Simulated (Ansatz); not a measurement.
Run this with the Ansatz DFT code, driven from Python and show what comes out.

Input file `ch8gasi.xyz`:
```text
11

Si    1.43710    0.67470    0.00350
C     0.29450   -0.79510   -0.13020
Ga   -1.59760   -0.18720    0.07510
H     2.82890    0.22570   -0.14780
H     1.11650    1.64310   -1.05570
H     1.26710    1.31010    1.31860
H     0.53670   -1.52560    0.66870
H     0.42310   -1.27440   -1.12220
H    -1.94470    0.87450   -1.08470
H    -1.77970    0.51020    1.51490
H    -2.58200   -1.45600   -0.04030
```

`ch8gasi_opt.py`
```python
# -*- coding: utf-8 -*-
"""Geometry optimisation of CH8GaSi(-)."""

import warnings

import ansatz
import numpy as np

warnings.simplefilter("ignore", ansatz.DeckWarning)

molecule = ansatz.Crystal.molecule_from_extxyz("ch8gasi.xyz")

base = molecule.calculation()
base = base.basis(gaussian="def2-SVP")
base = base.correlation("MP2")
base = base.charge(-1)
symbols = [site.symbol for site in molecule.cartesian_sites]
start = np.array([site.position_ang for site in molecule.cartesian_sites], dtype=float)
report = base.relax(force_tolerance=0.02).run(threads=1, backend="cpu").report
end = np.array(report["positions_ang"])

print("reference energy %16.6f eV" % report["reference_energy_ev"])
print("total energy     %16.6f eV" % report["free_energy_ev"])
print("occupied orbitals outside the frozen core (up, down):", report["n_occupied"], " frozen:", report["n_frozen"], " virtual:", report["n_virtual"])

print("final positions (A) and the move of each atom")
for symbol, xyz, old in zip(symbols, end, start):
    print(f"{symbol:2s} {xyz[0]:10.5f} {xyz[1]:10.5f} {xyz[2]:10.5f}   {np.linalg.norm(xyz - old):7.4f}")
```

`python ch8gasi_opt.py` gives:
```text
reference energy    -61343.580051 eV
total energy        -61357.149310 eV
occupied orbitals outside the frozen core (up, down): [15, 15]  frozen: 15  virtual: [74, 74]
final positions (A) and the move of each atom
Si    1.48165    0.63697   -0.00466    0.0589
C     0.27642   -0.75682   -0.12366    0.0428
Ga   -1.70714   -0.19888    0.08037    0.1103
H     2.93545    0.26595   -0.14893    0.1139
H     1.27452    1.67709   -1.05592    0.1616
H     1.42453    1.34549    1.30858    0.1617
H     0.50403   -1.50399    0.65672    0.0410
H     0.39256   -1.25756   -1.10083    0.0409
H    -2.07307    0.84539   -1.08976    0.1317
H    -1.90701    0.47856    1.52770    0.1318
H    -2.60205   -1.53219   -0.04971    0.0793
```

What to keep in mind:
- Total energies depend on the basis set; only differences at equal settings carry meaning.
- The end point is the stationary point reached from this start; no frequency run checks that it is a minimum, and the basis set is modest.
- Anions want diffuse functions, which this basis lacks.
- It ran for 34 s on 1 thread of Intel(R) Xeon(R) CPU @ 2.60GHz (Ice Lake) (shared host), peak memory 0.33 GiB.
